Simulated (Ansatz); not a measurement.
Geometry optimisation, DFT PBEsol, scalar-relativistic, plane waves, PAW in Ansatz.

The input (input.yaml):

```yaml
crystal:
  lattice:
    - [4.6791, -3.4805, 0.0]
    - [4.6791, 3.4805, 0.0]
    - [-0.765199, 0.0, 5.060777]
  atoms:
    - { symbol: Cu, position: [0.0, 0.25, 0.0] }
    - { symbol: Cu, position: [0.25, 0.0, 0.5] }
    - { symbol: O, position: [0.27385, 0.22615, 0.25] }
    - { symbol: O, position: [0.22615, 0.27385, 0.75] }
    - { symbol: Cu, position: [0.0, 0.75, 0.0] }
    - { symbol: Cu, position: [0.25, 0.5, 0.5] }
    - { symbol: O, position: [0.27385, 0.72615, 0.25] }
    - { symbol: O, position: [0.22615, 0.77385, 0.75] }
    - { symbol: Cu, position: [0.5, 0.25, 0.0] }
    - { symbol: Cu, position: [0.75, 0.0, 0.5] }
    - { symbol: O, position: [0.77385, 0.22615, 0.25] }
    - { symbol: O, position: [0.72615, 0.27385, 0.75] }
    - { symbol: Cu, position: [0.5, 0.75, 0.0] }
    - { symbol: Cu, position: [0.75, 0.5, 0.5] }
    - { symbol: O, position: [0.77385, 0.72615, 0.25] }
    - { symbol: O, position: [0.72615, 0.77385, 0.75] }
    - { symbol: C, position: [0.4469931, 0.4926904, 0.8026412], spin: 1.0 }
magnetization:
  spin_polarized: true
basis:
  ecutwfc: 420.0
kpoints:
  mp_grid: { grid: [2, 2, 2] }
hamiltonian:
  xc: pbesol
  pseudopotentials: { kind: paw, azcp: { folder: soft_1 } }
scf:
  occupations: { method: gaussian, width: 0.02 }
  lower_state_search: "off"
relax:
  f_tol: 0.03
  max_steps: 60
  adjacent_minimum: "off"
output:
  write_density: true
  write_potential: true
  elf: true
  volumetric_format: npy
```

Run as:

```bash
$ ansatz run input.yaml --threads 2 --pin off --max-ram 5120MiB --backend cpu --events-out ev --progress --plain --runs-dir out
```

Question: Where does it end, and by what steps?

Answer: The run converged. Limits of this set-up: coarse k mesh, PAW files made for another functional, a small cell, in which the defect meets its images. After 10 steps the energy has fallen by 3.704 eV; C17 moved furthest, 0.66 Å.

```
step  energy less start (eV)  largest force component (eV/Å)  accepted
   0                  0.0000                           2.629       yes
   1                 -0.5353                           2.195       yes
   2                 -1.7893                           3.811       yes
   3                 -2.7880                           3.918       yes
   4                 -3.1904                           3.111       yes
   5                 -3.6060                           0.874       yes
   6                 -3.5671                           0.488        no
   7                 -3.6841                           0.209       yes
   8                 -3.6953                           0.105       yes
   9                 -3.7026                           0.052       yes
  10                 -3.7035                           0.029       yes
```

```xyz
17
Lattice="4.6791 -3.4805 0.0000 4.6791 3.4805 0.0000 -0.7652 0.0000 5.0608" Properties=species:S:1:pos:R:3
Cu 1.071 0.782 0.160
Cu 0.710 -0.804 2.605
O 2.078 -0.134 1.554
O 1.556 0.187 3.978
Cu 3.541 2.722 -0.045
Cu 3.199 0.840 2.672
O 4.483 1.660 1.260
O 4.071 2.111 3.781
Cu 3.328 -0.699 0.225
Cu 3.136 -2.639 2.407
O 4.413 -1.881 1.213
O 4.364 -1.589 3.648
Cu 5.788 0.881 -0.125
Cu 5.687 -0.901 2.320
O 6.845 -0.109 1.072
O 6.539 0.225 3.668
C 3.890 -0.493 4.034
```

Whether the end is a true minimum wasn't checked by a vibrational analysis.

The run took 11 min on 2 threads of Arm Neoverse V1 (shared host), peak memory 1.3 GiB.
